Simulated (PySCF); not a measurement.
# C5H7BO: the cost of one run

Programs: PySCF 2.14.0, with routines of our own; each step states its level. All values are computed. Atoms count from 0.

## 1. The starting structure

14 atoms, charge 0, multiplicity 1; geometry from: GFN2-xTB.

## 2. Relaxing the molecule at BHandHLYP/cc-pVDZ

Job settings and geometry (Å):

```
{"job": {"xc": "BHandHLYP", "basis": "cc-pVDZ", "grid": 1, "kind": "geom"}, "charge": 0, "multiplicity": 1}
C      2.315718     0.313989    -0.555869
O      1.150320     1.026167    -0.207793
C      0.037545     0.314463     0.014782
C     -0.201599    -1.015484    -0.027065
B     -1.682315    -1.222193     0.324319
C     -2.214322     0.259589     0.570584
C     -1.189538     1.086560     0.379095
H      3.101682     1.055662    -0.685834
H      2.596820    -0.386868     0.235410
H      2.172024    -0.239284    -1.488668
H      0.559031    -1.738609    -0.271592
H     -2.285739    -2.216764     0.396125
H     -3.200651     0.601130     0.840032
H     -1.159653     2.161170     0.454307
```

Launch:

```
$ OMP_NUM_THREADS=1 python excited_run.py task.json out
```

One launch serves the whole session: the jobs run in the order shown.

Q: Estimate the wall time and peak memory of this first job on 1 thread of Arm Neoverse V1, shared host.

About 41 s, with a peak of 0.58 GiB.
